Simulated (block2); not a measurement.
**SiSe (SMILES [Si][Se]) at DMRG/STO-6G**

Aim: the vertical electron affinity of SiSe at DMRG/STO-6G, from 2 runs. 

The results are computed with block2 0.5.4.

4 further runs of the same task are left out: 1 that didn't finish, 3 set aside as unsound or not needed.

### Step 1. The system as given

The species is SiSe (2 atoms), meant as a singlet with charge 0. As SMILES, `[Si][Se]`. Geometry: relaxed at PBE0-D4/def2-TZVP.

Bond lengths: Si1–Se2 2.062 Å.

### Step 2. The energy at DMRG/STO-6G

Input file make_fcidump.py:

```python
from pyscf import ao2mo, cc, dft, gto, mcscf, mp, scf
from pyscf.tools import fcidump

mol = gto.M(atom="""
Si     0.00000000     0.00000000     0.05941299
Se     0.00000000     0.00000000     3.95536685
""", basis="sto-6g", unit="bohr", verbose=4, max_memory=2000)
print("nao: %d" % (mol.nao))
mf = scf.RHF(mol)
mf.conv_tol = 1e-10
mf.max_cycle = 200
mf.kernel()
if not mf.converged:
    mf = mf.newton().run(mf.mo_coeff, mf.mo_occ)
print(f"E(HF): {mf.e_tot:.10f}")
ref = mf
pt = mp.MP2(ref, frozen=14).run()
mycc = cc.CCSD(ref, frozen=14)
mycc.max_cycle = 150
mycc.kernel()
print("MP2 total energy: %.10f" % (pt.e_tot))
if mycc.converged:
    print(f"E(CCSD): {mycc.e_tot:.10f}")
    print("E(CCSD(T)): %.10f" % (mycc.e_tot + mycc.ccsd_t()))
    print(f"T1: {mycc.get_t1_diagnostic():.4f}")
ks = dft.RKS(mol, xc="hse06").set(conv_tol=1e-9, verbose=3).run()
if ks.converged:
    print(f"E(HSE06): {ks.e_tot:.8f}")
ks = dft.RKS(mol, xc="m06l").set(conv_tol=1e-9, verbose=3).run()
if ks.converged:
    print(f"E(M06-L): {ks.e_tot:.8f}")
ks = dft.RKS(mol, xc="blyp").set(conv_tol=1e-9, verbose=3).run()
if ks.converged:
    print(f"E(BLYP): {ks.e_tot:.8f}")
ks = dft.RKS(mol, xc="pbe").set(conv_tol=1e-9, verbose=3).run()
if ks.converged:
    print(f"E(PBE): {ks.e_tot:.8f}")
cas = mcscf.CASCI(mf, 13, 20)
h1, ecore = cas.get_h1eff()
fcidump.from_integrals("FCIDUMP", h1, cas.get_h2eff(), 13, 20, nuc=ecore, ms=0)
ci = mcscf.CASCI(mf, 13, (10, 10))
ci.fix_spin_(ss=0)
ci.fcisolver.conv_tol = 1e-10
ci.fcisolver.max_cycle = 200
ci.kernel()
print("exact diagonalisation: %.10f" % (ci.e_tot))
```

Input file input.conf:

```
sym c1
orbitals FCIDUMP
nelec 20
spin 0
irrep 1
occ 2 2 2 2 2 2 2 2 2 2 0 0 0
cbias 0.2
schedule
0 37 1E-08 1E-04
4 75 1E-08 1E-04
6 150 1E-08 1E-05
10 150 1E-09 0.0
end
maxiter 16
sweep_tol 1E-06
fiedler
mem 1g
num_thrds 1
prefix ./tmp
outputlevel 1
onepdm
```

Command:

```bash
$ python make_fcidump.py && block2main input.conf
```

Output:

```text
$ python make_fcidump.py

[INPUT] verbose = 4
[INPUT] num. atoms = 2
[INPUT] num. electrons = 48
[INPUT] charge = 0
[INPUT] spin (= nelec alpha-beta = 2S) = 0
[INPUT] symmetry False subgroup None
[INPUT] Mole.unit = bohr
[INPUT] Symbol           X                Y                Z      unit          X                Y                Z       unit  Magmom
[INPUT]  1 Si     0.000000000000   0.000000000000   0.031440000341 AA    0.000000000000   0.000000000000   0.059412990000 Bohr   0.0
[INPUT]  2 Se     0.000000000000   0.000000000000   2.093089997848 AA    0.000000000000   0.000000000000   3.955366850000 Bohr   0.0

nuclear repulsion = 122.178038319992
number of shells = 13
number of NR pGTOs = 162
number of NR cGTOs = 27
basis = sto-6g
ecp = {}
CPU time:         0.48
nao: 27

******** <class 'pyscf.scf.hf.RHF'> ********
method = RHF
initial guess = minao
damping factor = 0
level_shift factor = 0
DIIS = <class 'pyscf.scf.diis.CDIIS'>
diis_start_cycle = 1
diis_space = 8
diis_damp = 0
SCF conv_tol = 1e-10
SCF conv_tol_grad = None
SCF max_cycles = 200
direct_scf = True
direct_scf_tol = 1e-13
chkfile to save SCF result = tmpb9bxl0uy
max_memory 2000 MB (current use 142 MB)
Set gradient conv threshold to 1e-05
Initial guess from minao.
[... 21 lines left out ...]
converged SCF energy = -2675.56123185879
[... 23 lines left out ...]
Init t2, MP2 energy = -2675.63658176336  E_corr(MP2) -0.075349904566126
[... 11 lines left out ...]
CCSD converged
[... 1 line left out ...]
MP2 total energy: -2675.6365817629
[... 13 lines left out ...]
converged SCF energy = -2677.15584207956
[... 10 lines left out ...]
converged SCF energy = -2677.71644396622
[... 10 lines left out ...]
converged SCF energy = -2677.37533065767
[... 10 lines left out ...]
converged SCF energy = -2676.92680155655
[... 6 lines left out ...]
sorting_mo_energy = False
[... 15 lines left out ...]
CASCI converged
[... 38 lines left out ...]
integral sym error =            0
[... 34 lines left out ...]
Time elapsed =      2.189 | E =   -2675.6508467670 | DE = -4.57e-07 | DW = 1.03269e-09

Sweep =    7 | Direction = backward | Bond dimension =  150 | Noise =  1.00e-05 | Dav threshold =  1.00e-08
Time elapsed =      2.978 | E =   -2675.6508467717 | DE = -4.65e-09 | DW = 7.14269e-10

Sweep =    8 | Direction =  forward | Bond dimension =  150 | Noise =  1.00e-05 | Dav threshold =  1.00e-08
Time elapsed =      3.645 | E =   -2675.6508467703 | DE = 1.35e-09 | DW = 9.14598e-10

Sweep =    9 | Direction = backward | Bond dimension =  150 | Noise =  1.00e-05 | Dav threshold =  1.00e-08
Time elapsed =      4.451 | E =   -2675.6508467716 | DE = -1.32e-09 | DW = 7.14141e-10

Sweep =   10 | Direction =  forward | Bond dimension =  150 | Noise =  0.00e+00 | Dav threshold =  1.00e-09
Time elapsed =      5.101 | E =   -2675.6508467729 | DE = -1.29e-09 | DW = 7.91757e-14

Final canonical form =  LLLLLLLLLLLLC 11
DMRG Energy = -2675.650846772924979
npdm string = ['(C+D)0']

Build NPDM MPO | Nsites =    13 | Nmaxops =  2 | SymbolFree = T | Cutoff = 0.00e+00
 Site =     0 /    13 .. L =        4 R =        1 M =            0 Tmid = 0.000 T = 0.000
 Site =     1 /    13 .. L =        4 R =       25 M =           25 Tmid = 0.000 T = 0.000
 Site =     2 /    13 .. L =        4 R =       23 M =           23 Tmid = 0.000 T = 0.000
 Site =     3 /    13 .. L =        4 R =       21 M =           21 Tmid = 0.000 T = 0.000
 Site =     4 /    13 .. L =        4 R =       19 M =           19 Tmid = 0.000 T = 0.000
 Site =     5 /    13 .. L =        4 R =       17 M =           17 Tmid = 0.000 T = 0.000
 Site =     6 /    13 .. L =        4 R =       15 M =           15 Tmid = 0.000 T = 0.000
 Site =     7 /    13 .. L =        4 R =       13 M =           13 Tmid = 0.000 T = 0.000
 Site =     8 /    13 .. L =        4 R =       11 M =           11 Tmid = 0.000 T = 0.000
 Site =     9 /    13 .. L =        4 R =        9 M =            9 Tmid = 0.000 T = 0.000
 Site =    10 /    13 .. L =        4 R =        7 M =            7 Tmid = 0.000 T = 0.000
 Site =    11 /    13 .. L =        4 R =        5 M =            5 Tmid = 0.000 T = 0.000
 Site =    12 /    13 .. L =        1 R =        4 M =            4 Tmid = 0.000 T = 0.000
Ttotal =      0.000

Expectation | Direction = backward | BRA bond dimension =  150 | KET bond dimension =  150
Time elapsed =      0.119
NPDM Sorting | Nsites =    13 | Nmaxops =  2 | DotSite = 2 | SymbolFree = T | Compressed = T | LowMem = F | Mem = 1.32 KB
Ttotal =      0.000

DMRG OCC =   2.000 2.000 2.000 2.000 2.000 1.992 1.972 1.961 1.926 1.926 0.093 0.093 0.037
```

It took 26 s on 1 thread of Arm Neoverse V1, shared host; peak memory 0.21 GiB.

### Step 3. The doublet anion: the energy at DMRG/STO-6G

Input file make_fcidump.py:

```python
from pyscf import ao2mo, cc, dft, gto, mcscf, mp, scf
from pyscf.tools import fcidump

geom = [
    ("Si", (0.000000, 0.000000, 0.031440)),
    ("Se", (-0.000000, -0.000000, 2.093090)),
]
mol = gto.M(
    atom=geom,
    basis="sto-6g",
    charge=-1,
    spin=1,
    verbose=3,
    max_memory=2000,
)
print("basis functions          = %d" % (mol.nao))
mf = scf.ROHF(mol)
mf.conv_tol = 1e-10
mf.max_cycle = 200
mf.kernel()
if not mf.converged:
    mf = mf.newton().run(mf.mo_coeff, mf.mo_occ)
print(f"reference energy         = {mf.e_tot:.10f}")
ref = scf.UHF(mol).run(mf.make_rdm1(), conv_tol=1e-10)
pt = mp.MP2(ref, frozen=14).run()
mycc = cc.CCSD(ref, frozen=14)
mycc.max_cycle = 150
mycc.kernel()
print(f"MP2 total energy         = {pt.e_tot:.10f}")
if mycc.converged:
    print("E(CCSD)                  = %.10f" % (mycc.e_tot))
    print(f"CCSD(T) total energy     = {mycc.e_tot + mycc.ccsd_t():.10f}")
ks = dft.UKS(mol, xc="hse06").set(conv_tol=1e-9, verbose=3).run(mf.make_rdm1())
if ks.converged:
    print("E(HSE06)                 = %.8f" % (ks.e_tot))
ks = dft.UKS(mol, xc="m06l").set(conv_tol=1e-9, verbose=3).run(mf.make_rdm1())
if ks.converged:
    print(f"E(M06-L)                 = {ks.e_tot:.8f}")
ks = dft.UKS(mol, xc="blyp").set(conv_tol=1e-9, verbose=3).run(mf.make_rdm1())
if ks.converged:
    print(f"E(BLYP)                  = {ks.e_tot:.8f}")
ks = dft.UKS(mol, xc="pbe").set(conv_tol=1e-9, verbose=3).run(mf.make_rdm1())
if ks.converged:
    print("E(PBE)                   = %.8f" % (ks.e_tot))
occ_no, mo = mcscf.addons.make_natural_orbitals(mp.MP2(mf.to_uhf(), frozen=14).run())
mf.mo_coeff = mo
cas = mcscf.CASCI(mf, 13, 21)
h1, ecore = cas.get_h1eff()
fcidump.from_integrals("FCIDUMP", h1, cas.get_h2eff(), 13, 21, nuc=ecore, ms=1)
ci = mcscf.CASCI(mf, 13, (11, 10))
ci.fix_spin_(ss=0.75)
ci.fcisolver.conv_tol = 1e-10
ci.fcisolver.max_cycle = 200
ci.kernel()
print(f"E(FCI)                   = {ci.e_tot:.10f}")
```

Input file input.conf:

```
sym c1
orbitals FCIDUMP
nelec 21
spin 1
irrep 1
occ 2 2 2 2 2 2 2 2 2 2 1 0 0
cbias 0.2
schedule
0 25 1E-07 1E-04
4 50 1E-07 1E-04
6 100 1E-07 1E-05
8 100 1E-08 0.0
end
maxiter 14
sweep_tol 1E-07
noreorder
mem 2g
num_thrds 1
prefix ./tmp
outputlevel 1
```

Command:

```bash
$ python make_fcidump.py && block2main input.conf
```

Output:

```text
$ python make_fcidump.py
basis functions          = 27
converged SCF energy = -2675.3785770514
reference energy         = -2675.3785770514
converged SCF energy = -2675.3795253757  <S^2> = 0.75854041  2S+1 = 2.0085223
E(UMP2) = -2675.41319819667  E_corr = -0.0336728209753053
E(SCS-UMP2) = -2675.41381568879  E_corr = -0.0342903130959476
E(UCCSD) = -2675.422112774867  E_corr = -0.04258739916840293
MP2 total energy         = -2675.4131981967
E(CCSD)                  = -2675.4221127749
UCCSD(T) correction = -0.00304866512548372
CCSD(T) total energy     = -2675.4251614400
converged SCF energy = -2676.98098216912  <S^2> = 0.75305875  2S+1 = 2.0030564
E(HSE06)                 = -2676.98098217
converged SCF energy = -2677.53555507381  <S^2> = 0.75287099  2S+1 = 2.0028689
E(M06-L)                 = -2677.53555507
converged SCF energy = -2677.18178953297  <S^2> = 0.75165836  2S+1 = 2.0016577
E(BLYP)                  = -2677.18178953

WARN: HOMO 0.343722964613631 >= LUMO 0.335634760758546

SCF not converged.
SCF energy = -2676.74046883634 after 50 cycles  <S^2> = 0.75898185  2S+1 = 2.0089618
E(UMP2) = -2675.41246737758  E_corr = -0.0338903261741836
E(SCS-UMP2) = -2675.41288560877  E_corr = -0.0343085573711921
CASCI E = -2675.42566752035  E(CI) = -148.516835261635  S^2 = 0.7500000
E(FCI)                   = -2675.4256675203

$ block2main input.conf

********************************** INPUT START **********************************
sym                                                             c1
orbitals                                                   FCIDUMP
nelec                                                           21
spin                                                             1
irrep                                                            1
occ                                      2 2 2 2 2 2 2 2 2 2 1 0 0
cbias                                                          0.2
maxiter                                                         14
sweep_tol                                                    1E-07
noreorder
mem                                                             2g
num_thrds                                                        1
prefix                                                       ./tmp
outputlevel                                                      1
schedule                  Sweep   0-   3 : Mmps =    25 Noise =    0.0001 DavTol =     1e-07
                          Sweep   4-   5 : Mmps =    50 Noise =    0.0001 DavTol =     1e-07
                          Sweep   6-   7 : Mmps =   100 Noise =     1e-05 DavTol =     1e-07
                          Sweep   8-  13 : Mmps =   100 Noise =         0 DavTol =     1e-08
********************************** INPUT END   **********************************

SPIN ADAPTED - REAL DOMAIN - DOUBLE PREC
qc mpo type =  QCTypes.Conventional
 UseMainStack = 0 MinDiskUsage = 1 MinMemUsage = 0 IBuf = 0 OBuf = 0
 FPCompression: prec = 1.00e-16 chunk = 1024
 IMain = 0 B / 134 MB DMain = 0 B / 687 MB ISeco = 0 B / 57.2 MB DSeco = 0 B / 1.01 GB
 OpenMP = 1 TBB = 0 BLIS = 0 MKL = NONE  SeqType = Tasked AlignType = None MKLIntLen = 4
 THREADING = 2 layers : Global | Operator BatchedGEMM
 NUMBER : Global = 1 Operator = 1 Quanta = 0 MKL = 1
 COMPLEX = 1 SINGLE-PREC = 1 KSYMM = 0
read integral finished 0.00858292100019753
integral sym error =            0
MinMPOMemUsage =  False
MPS =  CCRRRRRRRRRRR 0 2 < N=21 S=1/2 PG=0 >
GS INIT MPS BOND DIMS =       1     3    10    29    29    31    30    31    31    30    27    15     4     1
pre-mpo memory usage =  158 MB
build mpo start ...
build mpo finished ... Tread = 0.000 Twrite = 0.000 T = 0.010
simpl mpo start ...
simpl mpo finished ... Tread = 0.000 Twrite = 0.000 T = 0.039
GS MPO BOND DIMS =      18    25    36    51    70    93    93    70    51    36    25    18     1
build 1pdm mpo 0.08209725702181458
build identity mpo 0.08325857413001359
memory usage =  172 MB
para mpo finished 0.0838889570441097
env init finished 0.14399412809871137

Sweep =    0 | Direction =  forward | Bond dimension =   25 | Noise =  1.00e-04 | Dav threshold =  1.00e-07
Time elapsed =      0.572 | E =   -2675.4255216710 | DW = 1.14452e-04

Sweep =    1 | Direction = backward | Bond dimension =   25 | Noise =  1.00e-04 | Dav threshold =  1.00e-07
Time elapsed =      0.730 | E =   -2675.4256272670 | DE = -1.06e-04 | DW = 4.73624e-05

Sweep =    2 | Direction =  forward | Bond dimension =   25 | Noise =  1.00e-04 | Dav threshold =  1.00e-07
Time elapsed =      0.878 | E =   -2675.4256574254 | DE = -3.02e-05 | DW = 1.35144e-04

Sweep =    3 | Direction = backward | Bond dimension =   25 | Noise =  1.00e-04 | Dav threshold =  1.00e-07
Time elapsed =      1.028 | E =   -2675.4256579886 | DE = -5.63e-07 | DW = 4.79424e-05

Sweep =    4 | Direction =  forward | Bond dimension =   50 | Noise =  1.00e-04 | Dav threshold =  1.00e-07
Time elapsed =      1.230 | E =   -2675.4256651900 | DE = -7.20e-06 | DW = 4.64836e-07

Sweep =    5 | Direction = backward | Bond dimension =   50 | Noise =  1.00e-04 | Dav threshold =  1.00e-07
Time elapsed =      1.458 | E =   -2675.4256655544 | DE = -3.64e-07 | DW = 1.93124e-06

Sweep =    6 | Direction =  forward | Bond dimension =  100 | Noise =  1.00e-05 | Dav threshold =  1.00e-07
Time elapsed =      1.787 | E =   -2675.4256674364 | DE = -1.88e-06 | DW = 1.64978e-09

Sweep =    7 | Direction = backward | Bond dimension =  100 | Noise =  1.00e-05 | Dav threshold =  1.00e-07
Time elapsed =      2.197 | E =   -2675.4256675003 | DE = -6.39e-08 | DW = 6.31984e-09

Sweep =    8 | Direction =  forward | Bond dimension =  100 | Noise =  0.00e+00 | Dav threshold =  1.00e-08
Time elapsed =      2.542 | E =   -2675.4256675156 | DE = -1.53e-08 | DW = 8.15767e-12

Final canonical form =  LLLLLLLLLLLLC 11
DMRG Energy = -2675.425667515581154
```

Wall time 28 s (1 thread of Arm Neoverse V1, shared host); peak memory 0.21 GiB.

### Step 4. What came out

At DMRG/STO-6G, 14 core orbitals frozen:

| quantity | value |
| --- | --- |
| run 1, DMRG/STO-6G: total energy | -2675.65085 Eh |
| run 1, DMRG/STO-6G: T1 diagnostic of the CCSD step | 0.027 |
| doublet anion: total energy | -2675.42567 Eh |
| vertical electron affinity (to the doublet anion) | -6.127 eV |

The anion lies 6.13 eV (141 kcal/mol) above the neutral: the electron isn't bound at this level, and such a value depends on the basis. Without diffuse functions anions come out too high. In a minimal basis such a difference can be off by several eV, whatever the method. The T1 diagnostic (run 1, DMRG/STO-6G) of 0.027 is above the customary mark for such species, so a single reference may not serve.
